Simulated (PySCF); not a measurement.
# Solver options tried on As (quartet)

Do solver options change the result for As (quartet), or only the number of cycles?

The runs use PySCF 2.14.0; each script names its method and basis.

**1. The atom**

As (quartet): 1 atom, charge 0, spin multiplicity 4.

**2. The base run**

Input file input.py:

```python
from pyscf import gto, dft

mol = gto.M(
    atom='As 0 0 0',
    basis='x2c-tzvpall',
    charge=0,
    spin=3,
    symmetry=True,
    verbose=3,
)
mf = dft.ROKS(mol, xc='o3lyp')
mf = mf.sfx2c1e()
mf.kernel()
mf.dip_moment()
print('orbital energies (hartree):', mf.mo_energy[..., max(0, mol.nelec[1]-3):mol.nelec[0]+3].round(4))
```

On the command line:

```console
$ OMP_NUM_THREADS=1 python input.py
```

The log of this run is left out.

It gives: E(SCF) = -2261.166212 Eh.

The quartet is typed in the script; nothing here shows that it is the ground state.

**3. Convergence threshold 0.001 hartree**

Edit 1 changes convergence threshold: default → 0.001 hartree.

Input file input.py:

```python
from pyscf import gto, dft

mol = gto.M(
    atom='As 0 0 0',
    basis='x2c-tzvpall',
    charge=0,
    spin=3,
    symmetry=True,
    verbose=3,
)
mf = dft.ROKS(mol, xc='o3lyp')
mf = mf.sfx2c1e()
mf.conv_tol = 0.001
mf.kernel()
mf.dip_moment()
print('orbital energies (hartree):', mf.mo_energy[..., max(0, mol.nelec[1]-3):mol.nelec[0]+3].round(4))
```

On the command line:

```console
$ OMP_NUM_THREADS=1 python input.py
```

**4. Initial guess 1e**

Edit 2 changes initial guess: minao → 1e.

input.py: that of step 2 with these lines changed.

```diff
@@ -12,2 +12,3 @@
 mf = mf.sfx2c1e()
+mf.init_guess = '1e'
 mf.kernel()
```

**Question.** What will these runs give? Wanted: for each run, E(SCF); from base.

The runs gave:

| run | E(SCF) (hartree) | from base (eV) |
| --- | --- | --- |
| base | -2261.166212 | 0 |
| convergence threshold 0.001 hartree | -2261.166211 | 0.0000 |
| initial guess 1e | -2261.166212 | 0.0000 |

What this shows: With convergence threshold 0.001 hartree or initial guess 1e the SCF ends at the base energy.
